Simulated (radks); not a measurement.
**Nuclear size and the levels of Tb**

One table from this session's results is given with a row withheld; the runs are named, their logs left out.

Method: Dirac Kohn-Sham, exchange-only LDA, spin-unpolarised, spherical densities, finite nucleus; open shells fill j = l - 1/2 first. Code: radks (a radial shooting solver on a logarithmic mesh, Libxc functionals) version 1.

**What is computed**

| Property | Result |
| --- | --- |
| element | terbium (Z = 65) |
| charge | 0 |
| electrons | 65 |
| configuration | [Xe] 4f9 6s2 |
| nuclear rms radius | 5.06 fm |

Set-up of the first run:

Input:

```text
Z 65
configuration [Xe] 4f9 6s2 5d0 6p0
relativity Dirac
functional lda,
spin unpolarised
j_filling energy
nucleus finite rms 5.06 fm
c 137.035999084
```

Among the steps run: rms radius 5.06 fm.

One table of the session follows, with a row left open; its other results are not shown here.

It belongs to the step «rms radius 5.06 fm». Radial moments (bohr):

| level | <r> | outermost maximum (interpolated) | 90 % within | nodes |
| --- | --- | --- | --- | --- |
| 5p3/2 | 1.614 | 1.38 | 2.39 | 3 |
| 6s1/2 | 4.229 | 3.50 | 6.34 | 5 |
| 4f5/2 | 0.9073 | 0.552 | 1.60 | 0 |
| 4f7/2 | 0.9327 | 0.558 | 1.65 | 0 |
| 6p1/2 | ? | ? | ? | ? |
| 5d3/2 | 3.623 | 2.14 | 6.35 | 2 |
| 6p3/2 | 6.709 | 5.23 | 10.4 | 4 |
| 5d5/2 | 3.881 | 2.24 | 6.86 | 2 |

**Question.** Estimate the row for 6p1/2.

The run gave: <r>: 6.159; outermost maximum (interpolated): 4.83; 90 % within: 9.56; nodes: 4. In the column «<r>» it lies between 6s1/2 (4.229) and 6p3/2 (6.709).
